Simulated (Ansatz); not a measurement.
# GeH₅O (doublet): the correlation ladder at distance O1–H3 along a hydrogen transfer = 1.690 Å, cc-pVDZ

The task here is to estimate one member of a computed series from the others.

Method: cc-pVDZ, core rule «outside noble gas», up to 15 orbitals frozen; program: Ansatz 0.2.0, Gaussian basis.

The runs, in order: UHF; CCSD(T) on ROHF; CCSD(T) on UHF; BCCD(T) on ROHF; CISD; CCSDT(Q) on ROHF; CCSDT(Q) on UHF; CASSCF and MRCISD+Q, 3 electrons in 3 orbitals; CASSCF and NEVPT2, 3 electrons in 3 orbitals.

4 further runs of the same task are left out: 4 that didn't finish.

## What is computed

The geometry derives from fragments relaxed apart (PBE0/def2-TZVP) and kept rigid, so it is no stationary point. A hydrogen atom is moved between rigid fragments. No spin-orbit coupling is included. The filled d shell of Ge may be among the frozen orbitals whatever the setting's name suggests; the logs give the count.

7 atoms, charge 0, spin multiplicity 2.

Atoms are counted from 1 here; the program's logs count them from 0.

Bond lengths: O1–H2 0.960 Å, H3–Ge4 1.530 Å, Ge4–H5 1.539 Å, Ge4–H6 1.539 Å, Ge4–H7 1.539 Å. Angles: H3–Ge4–H5 107.7°, H3–Ge4–H6 107.7°, H3–Ge4–H7 107.7°, H5–Ge4–H6 111.2°, H5–Ge4–H7 111.2°, H6–Ge4–H7 111.2°.

The first run:

File in.yaml:

```yaml
crystal:
  periodic: [false, false, false]
  atoms:
    - {symbol: O, position_ang: [-2.631396, -0.009969, -0.000001]}
    - {symbol: H, position_ang: [-2.880705, 0.916606, -0.000001]}
    - {symbol: H, position_ang: [-0.941396, -0.009969, 0.000000]}
    - {symbol: Ge, position_ang: [0.588604, -0.009969, 0.000000]}
    - {symbol: H, position_ang: [1.057272, -1.475884, 0.000000]}
    - {symbol: H, position_ang: [1.057274, 0.722988, -1.269519]}
    - {symbol: H, position_ang: [1.057272, 0.722988, 1.269520]}
basis:
  gaussian: {orbitals: cc-pVDZ}
magnetization: {spin_polarized: true, initial_magnetization: 1}
hamiltonian: {xc: hf}
output: {orbitals: {seedname: orbitals}}
```

Started as:

```console
ansatz run in.yaml --threads 1 --pin off --events-out ev --progress --plain --max-ram 2502MiB
```

Among the steps run: UHF; CCSD(T) on ROHF; CCSD(T) on UHF; BCCD(T) on ROHF; CISD; CCSDT(Q) on ROHF; CCSDT(Q) on UHF; CASSCF and MRCISD+Q, 3 electrons in 3 orbitals; CASSCF and NEVPT2, 3 electrons in 3 orbitals.

One table of the session follows, with a row left open; its other results are not shown here.

```
       method  from UCCSDT(Q) (meV)
         ROHF               +8847.4
          UHF               +8717.2
         RMP2               +1385.1
         UMP2               +1384.5
         CISD                +945.2
        RCCSD                +174.0
        UCCSD                +172.0
     RCCSD(T)                 +34.9
     UCCSD(T)                     ?
      BCCD(T)                 +34.7
       RCCSDT                 +10.8
       UCCSDT                 +10.0
    RCCSDT(Q)                  +0.9
    UCCSDT(Q)                     0
  CASSCF pair               +8230.2
  NEVPT2 pair               +1329.9
  MRCISD pair                +843.7
MRCISD+Q pair                 +94.4
```

Estimate the missing values for UCCSD(T).

**Answer.** from UCCSDT(Q) (meV): +34.4. In the column «from UCCSDT(Q) (meV)» it lies between RCCSDT (+10.8) and BCCD(T) (+34.7).

Limits of these values: Restricted and unrestricted rows rest on different reference determinants; where their highest levels disagree by more than a few hundredths of an eV, they describe different states and don't form one ladder.
